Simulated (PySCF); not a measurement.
# C2H6HgS2 (Hg(SMe)2): the cost of one run

Computed with PySCF 2.14.0 and routines of our own; the level stands in each step. Atoms count from 0.

## 1. The starting structure

11 atoms, charge 0, multiplicity 1; geometry from: GFN2-xTB.

## 2. Geometry optimisation at PBE0-D3(BJ)/def2-SVP

Job settings and geometry (Å):

```
{"job": {"xc": "PBE0", "basis": "def2-SVP", "d3": "d3bj", "grid": 1, "maxiter": 30, "shake": 0.03, "kind": "geom"}, "charge": 0, "multiplicity": 1}
Hg     0.287210    -0.051430    -0.034830
S      0.129240    -0.043650     2.470220
C      0.639060    -1.730900     2.856590
H      0.135100    -2.451000     2.425040
H      0.630450    -1.805390     3.933840
H      1.715220    -1.858330     2.555050
S      0.154510     0.137440    -2.567850
C     -0.726730     1.723290    -2.878210
H     -1.760890     1.690770    -2.342530
H     -0.885900     1.762060    -3.912330
H     -0.219210     2.541630    -2.474100
```

The run is started by

```console
$ OMP_NUM_THREADS=1 python heavy_run.py task.json out
```

This one command runs all jobs of the session in turn.

**Question.** How long does this first job take on 1 thread of Intel Xeon Platinum 8488C, shared host, and how much memory does it need?

About 1.9 min, with a peak of 0.54 GiB.
